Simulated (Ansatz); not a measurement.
**CH3Zn+ (SMILES [CH2+][ZnH]): single points off equilibrium**

The atoms stand at a structure displaced at random from a GFN2-xTB minimum. How far do the functionals agree with CCSD(T) there?

Program: Ansatz 0.2.0, Gaussian basis. Level of theory: single points in def2-TZVPP. These are calculated values, not measurements.

Cores are frozen in the correlated methods. The 3s and 3p shells of Cu and Zn are frozen; filled d shells are correlated.

## Step 1: Where the work starts

SMILES `[CH2+][ZnH]`, 5 atoms, charge 1, spin multiplicity 1.

Atoms are counted from 1 here; the program's logs count them from 0.

Bond lengths: C1–Zn2 2.104 Å, C1–H3 1.118 Å, C1–H4 1.143 Å, Zn2–H5 1.568 Å. Angles: Zn2–C1–H3 132.5°, Zn2–C1–H4 109.7°, H3–C1–H4 114.9°, C1–Zn2–H5 168.5°.

Coordinates:

| atom | x (Å) | y (Å) | z (Å) |
| --- | --- | --- | --- |
| C1 | -0.1293 | -1.0025 | 0.1243 |
| Zn2 | -0.0941 | 1.0387 | -0.3827 |
| H3 | 0.1044 | -1.9287 | -0.4558 |
| H4 | -0.0696 | -1.1182 | 1.2602 |
| H5 | 0.1463 | 2.4709 | -0.9741 |

## Step 2: CCSD(T)/def2-TZVPP

File run/in.yaml:

```yaml
crystal:
  periodic: [false, false, false]
  atoms:
    - {symbol: C, position_ang: [-0.129300, -1.002500, 0.124300]}
    - {symbol: Zn, position_ang: [-0.094100, 1.038700, -0.382700]}
    - {symbol: H, position_ang: [0.104400, -1.928700, -0.455800]}
    - {symbol: H, position_ang: [-0.069600, -1.118200, 1.260200]}
    - {symbol: H, position_ang: [0.146300, 2.470900, -0.974100]}
basis:
  gaussian: {orbitals: def2-TZVPP}
total_charge: 1
correlation: {method: ccsd_t, frozen_orbitals: {C: 1, H: 0, Zn: 9}}
output: {forces: true}
```

No record of the launch command was kept for these runs.

## Step 3: PBE0-D4/def2-TZVPP

Changes to run/in.yaml since step 2:

```diff
@@ -11,3 +11,3 @@
 total_charge: 1
-correlation: {method: ccsd_t, frozen_orbitals: {C: 1, H: 0, Zn: 9}}
-output: {forces: true}
+hamiltonian: {xc: pbe0, dispersion: d4}
+output: {forces: true, orbitals: {seedname: orbitals}}
```

## Step 4: wB97M-V/def2-TZVPP

Changes to run/in.yaml since step 3:

```diff
@@ -11,3 +11,3 @@
 total_charge: 1
-hamiltonian: {xc: pbe0, dispersion: d4}
-output: {forces: true, orbitals: {seedname: orbitals}}
+hamiltonian: {xc: {name: wB97M-V}}
+output: {forces: true}
```

## Step 5: r2SCAN-D4/def2-TZVPP

Changes to run/in.yaml since step 4:

```diff
@@ -11,3 +11,3 @@
 total_charge: 1
-hamiltonian: {xc: {name: wB97M-V}}
+hamiltonian: {xc: r2scan, dispersion: d4}
 output: {forces: true}
```

## Step 6: PBE-D4/def2-TZVPP

Changes to run/in.yaml since step 5:

```diff
@@ -11,3 +11,3 @@
 total_charge: 1
-hamiltonian: {xc: r2scan, dispersion: d4}
+hamiltonian: {xc: pbe, dispersion: d4}
 output: {forces: true}
```

## Step 7: HSE06-D4/def2-TZVPP

Changes to run/in.yaml since step 6:

```diff
@@ -11,3 +11,3 @@
 total_charge: 1
-hamiltonian: {xc: pbe, dispersion: d4}
+hamiltonian: {xc: hse06, dispersion: d4}
 output: {forces: true}
```

## Step 8: wB97X-V/def2-TZVPP

Changes to run/in.yaml since step 7:

```diff
@@ -11,3 +11,3 @@
 total_charge: 1
-hamiltonian: {xc: hse06, dispersion: d4}
+hamiltonian: {xc: {name: wB97X-V}}
 output: {forces: true}
```

(Steps that only read results are left out.)

Before running it: what results should come out? Wanted: energy less free atoms, CCSD(T)/def2-TZVPP; RMS force component; RMS force error; HOMO and LUMO, PBE0-D4; T1 diagnostic.

**Answer**, as computed:

| quantity | value |
| --- | --- |
| energy less free atoms, CCSD(T)/def2-TZVPP | -353.7 kJ/mol |
| RMS force component | 0.561 to 0.714 eV/Å over the methods |
| RMS force error | PBE0-D4 0.084, wB97M-V 0.031, r2SCAN-D4 0.137, PBE-D4 0.256, HSE06-D4 0.087, wB97X-V 0.054 eV/Å |
| HOMO and LUMO, PBE0-D4 | -14.05 and -11.22 eV |
| T1 diagnostic | 0.016 |

Against CCSD(T) the functionals' energies less atoms differ by -37.9 to -10.7 kJ/mol, PBE-D4 by -17.7 kJ/mol. A larger basis would deepen the CCSD(T) value, while the functionals are nearly converged already, so the order here is not reliable. The forces of wB97M-V come nearest to CCSD(T), those of PBE-D4 are farthest. Frozen-core CCSD(T) forces in triple zeta carry basis errors of their own, and this is one geometry, so small gaps rank nothing. The restricted Hartree–Fock reference is unstable towards an unrestricted one at one or more of these structures.
